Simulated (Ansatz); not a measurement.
**Cl2GeH2Se: small, medium and large basis sets**

An exercise on one series of results from a longer session: the logs are not shown, and one member is left open.

Computed with Ansatz 0.2.0, Gaussian basis. Level: one geometry, several basis sets.

Plan: PBE0-D4/def2-SVP; ωB97M-V/def2-SVP; PBE0-D4/def2-QZVPP; ωB97M-V/def2-QZVPP; the functionals' def2-TZVPP values are taken from earlier runs.

### The relaxed structure

All runs share one geometry, relaxed beforehand with PBE0-D4 in a triple-zeta def2 set.

SMILES `[Cl][GeH]([Cl])[SeH]`, 6 atoms, charge 0, spin multiplicity 1.

Atoms are counted from 1 here; the program's logs count them from 0.

Bond lengths: Cl1–Ge2 2.141 Å, Ge2–Cl3 2.141 Å, Ge2–Se4 2.330 Å, Ge2–H5 1.529 Å, Se4–H6 1.469 Å. Angles: Cl1–Ge2–Cl3 105.9°, Cl1–Ge2–Se4 111.1°, Cl1–Ge2–H5 109.1°, Cl3–Ge2–Se4 111.1°, Cl3–Ge2–H5 109.2°, Se4–Ge2–H5 110.2°, Ge2–Se4–H6 91.4°.

The first run:

in.yaml

```yaml
crystal:
  periodic: [false, false, false]
  atoms:
    - {symbol: Cl, position_ang: [-1.114248, 0.281150, -1.881253]}
    - {symbol: Ge, position_ang: [-0.376731, -0.418186, 0.003652]}
    - {symbol: Cl, position_ang: [-1.440313, 0.686670, 1.498260]}
    - {symbol: Se, position_ang: [1.920722, -0.078395, 0.184928]}
    - {symbol: H, position_ang: [-0.704813, -1.904737, 0.150188]}
    - {symbol: H, position_ang: [1.757382, 1.369497, -0.001974]}
basis:
  gaussian: {orbitals: def2-SVP}
hamiltonian: {xc: pbe0, dispersion: d4}
output: {orbitals: {seedname: orbitals}}
```

Among the steps run: PBE0-D4 in def2-SVP; ωB97M-V in def2-SVP; PBE0-D4 in def2-QZVPP; ωB97M-V in def2-QZVPP.

One of the session's tables, all rows but one given; the rest of the session is left out.

It belongs to the step «Density functionals: the series». 

```
functional       basis  HOMO (eV)
   PBE0-D4    def2-SVP      -7.56
   PBE0-D4  def2-TZVPP          ?
   PBE0-D4  def2-QZVPP      -7.69
   ωB97M-V    def2-SVP      -9.69
   ωB97M-V  def2-TZVPP      -9.83
   ωB97M-V  def2-QZVPP      -9.86
```

Q: Estimate the row for PBE0-D4, def2-TZVPP from the others.

The run gave: HOMO (eV): -7.67. In the column «HOMO (eV)» it lies between PBE0-D4, def2-QZVPP (-7.69) and PBE0-D4, def2-SVP (-7.56).
